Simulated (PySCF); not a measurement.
# IF−: from the state search to spectroscopic constants

An exercise on one series of results from a longer session: the logs are not shown, and one member is left open.

Method: I def2-SVPD with ECP28, F def2-SVPD, scalar-relativistic core potentials; program: PySCF 2.14.0.

1 further run of the same task is left out (set aside as unsound or not needed).

The first run:

Settings of the job:

| Quantity | Value |
| --- | --- |
| atoms | I, F |
| charge | -1 |
| basis | I def2-SVPD with ECP28, F def2-SVPD |
| Hamiltonian | scalar-relativistic core potentials |
| basis functions | 58 |
| electrons treated | 35 |
| masses in u | 126.9045, 18.9984 |
| levels | PBE0, PBE, r²SCAN, B2PLYP, B97-3, PW91, HSE06, HF, MP2, SCS-MP2 |
| grid | 80 radial by 434 angular points |
| occupations | held fixed by the projection of orbital angular momentum |
| dissociation limit | I + F−, each in its ground configuration |
| starting distance in angstrom | 2.025 |
| values of 2S to try | 1, 3 |

Run with:

```
OMP_NUM_THREADS=1 python dia.py task.json out
```

Among the steps run: Input; PBE0 along the bond; PBE; r²SCAN (meta-GGA); B2PLYP (double hybrid); B97-3; PW91 (GGA); HSE06; UHF (mean field).

One table of the session follows, with a row left open; its other results are not shown here.

Energy (eV) from each level's lowest point:

| R (Å) | UHF | UHF-MP2 | UHF-SCS-MP2 | PBE | PW91 |
| --- | --- | --- | --- | --- | --- |
| 2.050 | 0.387 | 0.410 | 0.416 | 0.482 | 0.474 |
| 2.146 | 0.154 | 0.169 | 0.172 | 0.229 | 0.223 |
| 2.241 | 0.035 | 0.044 | 0.046 | 0.085 | 0.081 |
| 2.312 | 0.001 | 0.005 | 0.006 | 0.028 | 0.025 |
| 2.384 | ? | ? | ? | ? | ? |
| 2.455 | 0.024 | 0.020 | 0.019 | 0.000 | 0.000 |
| 2.551 | 0.084 | 0.075 | 0.071 | 0.022 | 0.023 |
| 2.670 | 0.183 | 0.174 | 0.163 | 0.073 | 0.077 |
| 2.813 | 0.314 | 0.331 | 0.306 | 0.152 | 0.158 |
| 3.004 | 0.474 | 0.554 | 0.511 | 0.262 | 0.270 |

**Question.** Estimate the row for R (Å) = 2.384.

Worked estimate for «UHF». A straight line through the neighbours (2.312, 0.001) and (2.455, 0.024) gives 0.001 + (0.024 − 0.001) × (2.384 − 2.312) / (2.455 − 2.312) = 0.013; a parabola fitted to 4 rows on both sides gives 0.001.

**Answer.** UHF: 0.000; UHF-MP2: 0.000; UHF-SCS-MP2: 0.000; PBE: 0.003; PW91: 0.001. In «UHF» the line misses by +0.013 and the parabola by +0.001.
